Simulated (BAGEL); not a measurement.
# CHFSSe (SMILES FC(S)=[Se]): HF/STO-3G (density fitting with qzvpp-jkfit)

What is the vertical electron affinity of CHFSSe at HF/STO-3G (density fitting with qzvpp-jkfit)? 

The calculation is run with BAGEL 1.2.2.

1 further run of the same task is left out (it didn't finish).

### Step 1. Starting point

CHFSSe: 5 atoms, total charge 0, spin state singlet. SMILES: `FC(S)=[Se]`. Geometry: relaxed at PBE0-D4/def2-TZVP. This is one conformer, not always the lowest.

Bond lengths: F1–C2 1.328 Å, C2–S3 1.723 Å, C2–Se4 1.755 Å, S3–H5 1.348 Å. Angles: F1–C2–S3 113.2°, F1–C2–Se4 122.6°, S3–C2–Se4 124.2°, C2–S3–H5 96.8°.

### Step 2. The energy at HF/STO-3G (density fitting with qzvpp-jkfit)

File hf.json:

```json
{ "bagel" : [

{
  "title" : "molecule",
  "basis" : "sto-3g",
  "df_basis" : "qzvpp-jkfit",
  "angstrom" : true,
  "geometry" : [
    { "atom" : "F", "xyz" : [      -0.791900,      -0.414900,       1.031800 ] },
    { "atom" : "C", "xyz" : [      -0.378600,      -0.195700,      -0.210600 ] },
    { "atom" : "S", "xyz" : [       1.175500,       0.544300,      -0.288500 ] },
    { "atom" : "Se", "xyz" : [      -1.337600,      -0.625700,      -1.615500 ] },
    { "atom" : "H", "xyz" : [       1.382600,       0.618400,       1.041400 ] }
  ]
},

{
  "title" : "hf"
},

{
  "title" : "print",
  "file" : "orbitals.molden",
  "orbitals" : true
}

]}
```

Command:

```
$ BAGEL_NUM_THREADS=1 BAGEL hf.json > hf.out
```

The program printed:

```text
* using 1 threads per process

  ===============================================================
  ===============================================================

  *** Geometry ***

  { "atom" : "F", "xyz" : [     -1.496474,     -0.784047,      1.949819 ] },
  { "atom" : "C", "xyz" : [     -0.715450,     -0.369819,     -0.397976 ] },
  { "atom" : "S", "xyz" : [      2.221373,      1.028578,     -0.545186 ] },
  { "atom" : "Se", "xyz" : [     -2.527698,     -1.182402,     -3.052853 ] },
  { "atom" : "H", "xyz" : [      2.612735,      1.168607,      1.967961 ] },

  Number of auxiliary basis functions:      564

  Since a DF basis is specified, we compute 2- and 3-index integrals:
    o Being stored without compression. Storage requirement is 0.007 GB

  Number of basis functions:       38
  Number of electrons      :       66

    * METHOD: MOLECULE                             0.22

  *** RHF ***

  === Nuclear Repulsion ===
   309.8723563763

      * DIIS with orbital gradients will be used.

  === RHF iteration (sto-3g) ===
      0      -2902.50692616          0.02054605           0.05
      1      -2902.61907945          0.01527123           0.05
      2      -2902.71674182          0.00101831           0.05
      3      -2902.71777656          0.00033073           0.04
      4      -2902.71790425          0.00009881           0.05
      5      -2902.71791873          0.00002805           0.04
      6      -2902.71791990          0.00000699           0.05
      7      -2902.71791999          0.00000273           0.05
      8      -2902.71792000          0.00000079           0.05
      9      -2902.71792000          0.00000016           0.05
     10      -2902.71792000          0.00000004           0.04
     11      -2902.71792000          0.00000001           0.05
     12      -2902.71792000          0.00000001           0.05
    * SCF iteration converged.

    * Permanent dipole moment:
           (   -0.854859,    -0.388542,    -0.967489) a.u.

    * METHOD: HF                                   0.73

    * METHOD: PRINT                                0.00

  ===============================================================
```

It took 1.1 s on 1 thread of Arm Neoverse V2, shared host.

### Step 3. The doublet anion

File calc.json:

```json
{ "bagel": [

{
  "title": "molecule",
  "basis": "sto-3g",
  "df_basis": "qzvpp-jkfit",
  "angstrom": true,
  "geometry": [
    { "atom": "F", "xyz": [   -0.791900,   -0.414900,    1.031800 ] },
    { "atom": "C", "xyz": [   -0.378600,   -0.195700,   -0.210600 ] },
    { "atom": "S", "xyz": [    1.175500,    0.544300,   -0.288500 ] },
    { "atom": "Se", "xyz": [   -1.337600,   -0.625700,   -1.615500 ] },
    { "atom": "H", "xyz": [    1.382600,    0.618400,    1.041400 ] }
  ]
},
{ "title": "uhf", "charge": -1, "nopen": 1 },
{ "title": "print", "file": "orbitals.molden", "orbitals": true }

]}
```

Command:

```
$ BAGEL_NUM_THREADS=1 BAGEL calc.json > calc.out
```

The program printed:

```text
* using 1 threads per process

  ===============================================================
  ===============================================================

  *** Geometry ***

  { "atom" : "F", "xyz" : [     -1.496474,     -0.784047,      1.949819 ] },
  { "atom" : "C", "xyz" : [     -0.715450,     -0.369819,     -0.397976 ] },
  { "atom" : "S", "xyz" : [      2.221373,      1.028578,     -0.545186 ] },
  { "atom" : "Se", "xyz" : [     -2.527698,     -1.182402,     -3.052853 ] },
  { "atom" : "H", "xyz" : [      2.612735,      1.168607,      1.967961 ] },

  Number of auxiliary basis functions:      564

  Since a DF basis is specified, we compute 2- and 3-index integrals:
    o Being stored without compression. Storage requirement is 0.007 GB

  Number of basis functions:       38
  Number of electrons      :       66

    * METHOD: MOLECULE                             0.21

  *** Open-shell HF ***

  === Nuclear Repulsion ===
   309.8723563763

      * DIIS with orbital gradients will be used.

  === UHF iteration (sto-3g) ===
      0      -2902.50826111          0.02006317           0.09
      1      -2902.57355260          0.00581024           0.09
      2      -2902.57971269          0.00219658           0.09
      3      -2902.58062321          0.00068129           0.09
      4      -2902.58098497          0.00019419           0.09
      5      -2902.58105386          0.00004696           0.09
      6      -2902.58106075          0.00001289           0.09
      7      -2902.58106146          0.00000320           0.09
      8      -2902.58106152          0.00000065           0.09
      9      -2902.58106153          0.00000014           0.09
     10      -2902.58106153          0.00000006           0.09
     11      -2902.58106153          0.00000004           0.09
     12      -2902.58106153          0.00000002           0.09
     13      -2902.58106153          0.00000000           0.09
    * SCF iteration converged.

    * S^2 (UHF) is 0.7631

    * Permanent dipole moment:
           (   -0.886626,    -0.404754,    -0.906225) a.u.

    * METHOD: UHF                                  1.42

    * METHOD: PRINT                                0.00

  ===============================================================
```

Wall time 1.8 s (1 thread of Arm Neoverse V2, shared host).

### Step 4. What came out

At HF/STO-3G (density fitting with qzvpp-jkfit):

```
                                         quantity           value
                     singlet CHFSSe: total energy  -2902.71792 Eh
                    singlet CHFSSe: dipole moment          3.43 D
                      singlet CHFSSe: HOMO energy        -6.37 eV
                      singlet CHFSSe: LUMO energy         4.94 eV
                    singlet CHFSSe: HOMO–LUMO gap        11.32 eV
                      doublet anion: total energy  -2902.58106 Eh
                              doublet anion: ⟨S²⟩           0.763
vertical electron affinity (to the doublet anion)       -3.724 eV
```

**Reading.** The anion lies 3.72 eV (359 kJ/mol) above the neutral: the electron isn't bound at this level, and such a value depends on the basis. Without diffuse functions anions come out too high. Hartree–Fock misses the correlation that binds many anions. In a minimal basis such a difference can be off by several eV, whatever the method.
